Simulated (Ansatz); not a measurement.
# CHBFN: one species, many methods

One table from this session's results is given with a row withheld; the runs are named, their logs left out.

Computed with Ansatz 0.2.0, Gaussian basis. Level: functionals in def2-TZVPP, the program's frozen cores in correlated methods.

Levels to be run: LDA (SPW92), PBE-D4, revPBE-D4, BLYP-D4, r2SCAN-D4, B97M-V, PBE0-D4, B3LYP-D4, r2SCANh-D4, r2SCAN0-D4, HSE06-D4, BHLYP-D4, CAM-B3LYP-D4, LC-ωPBE, ωB97X-V, ωB97M-V, B2PLYP, PBE-QIDH; CCSD(T)/def2-SVP; CCSD(T)/def2-TZVPP; CCSD(T)/def2-QZVPP; extrapolation to the limit; RPA on PBE.

## The geometry

An earlier PBE0-D4 in a triple-zeta def2 set relaxation fixed the geometry.

SMILES `N#CBF`, 5 atoms, charge 0, spin multiplicity 1.

Atoms are counted from 1 here; the program's logs count them from 0.

Bond lengths: N1–C2 1.151 Å, C2–B3 1.544 Å, B3–F4 1.309 Å, B3–H5 1.190 Å. Angles: N1–C2–B3 177.2°, C2–B3–F4 118.4°, C2–B3–H5 121.3°, F4–B3–H5 120.4°.

As a file:

```
N     0.6990   -1.3054    1.4920
C     0.3079   -0.6070    0.6645
B    -0.1598    0.3769   -0.4298
F    -1.2235    0.0705   -1.1283
H     0.4263    1.3913   -0.6398
```

The first run:

in.yaml reads:

```yaml
crystal:
  periodic: [false, false, false]
  atoms:
    - {symbol: N, position_ang: [0.699021, -1.305439, 1.492003]}
    - {symbol: C, position_ang: [0.307902, -0.606960, 0.664453]}
    - {symbol: B, position_ang: [-0.159847, 0.376936, -0.429785]}
    - {symbol: F, position_ang: [-1.223530, 0.070495, -1.128270]}
    - {symbol: H, position_ang: [0.426254, 1.391269, -0.639801]}
basis:
  gaussian: {orbitals: def2-TZVPP}
hamiltonian: {xc: lda}
output: {orbitals: {seedname: orbitals}}
```

Run with:

```sh
$ ansatz run in.yaml --threads 2 --pin off --events-out ev --progress --plain --max-ram 32768MiB --backend cpu
```

Among the steps run: LDA; PBE-D4 (GGA); revPBE-D4 (GGA); BLYP-D4 (GGA); r2SCAN-D4 (meta-GGA); B97M-V (meta-GGA); B3LYP-D4 (hybrid); r2SCANh-D4 (hybrid); r2SCAN0-D4 (hybrid); HSE06-D4 (hybrid); BHLYP-D4 (hybrid); CAM-B3LYP-D4 (range-separated); LC-ωPBE (range-separated); ωB97X-V (range-separated); ωB97M-V (range-separated); B2PLYP (double hybrid); PBE-QIDH (double hybrid).

One table of the session follows, with a row left open; its other results are not shown here.

It belongs to the step «Frontier levels by functional». 

| functional | HOMO (eV) | LUMO (eV) | gap (eV) |
| --- | --- | --- | --- |
| LDA (SPW92) | -8.96 | -4.07 | 4.88 |
| PBE-D4 | -8.82 | -3.76 | 5.07 |
| revPBE-D4 | -8.76 | -3.64 | 5.13 |
| BLYP-D4 | -8.75 | -3.62 | 5.13 |
| r2SCAN-D4 | -9.21 | -3.50 | 5.70 |
| B97M-V | ? | ? | ? |
| PBE0-D4 | -10.36 | -2.77 | 7.59 |
| B3LYP-D4 | -10.10 | -3.01 | 7.10 |
| r2SCANh-D4 | -9.76 | -3.15 | 6.62 |
| r2SCAN0-D4 | -10.57 | -2.61 | 7.95 |
| HSE06-D4 | -9.95 | -3.15 | 6.79 |
| BHLYP-D4 | -11.63 | -1.70 | 9.92 |
| CAM-B3LYP-D4 | -11.82 | -1.63 | 10.18 |
| LC-ωPBE | -13.28 | -0.38 | 12.89 |
| ωB97X-V | -12.83 | -0.45 | 12.37 |
| ωB97M-V | -12.69 | -0.61 | 12.08 |

Q: Estimate the row for B97M-V from the others.

The run gave: HOMO (eV): -9.23; LUMO (eV): -3.46; gap (eV): 5.76. In the column «HOMO (eV)» it lies between r2SCANh-D4 (-9.76) and r2SCAN-D4 (-9.21).
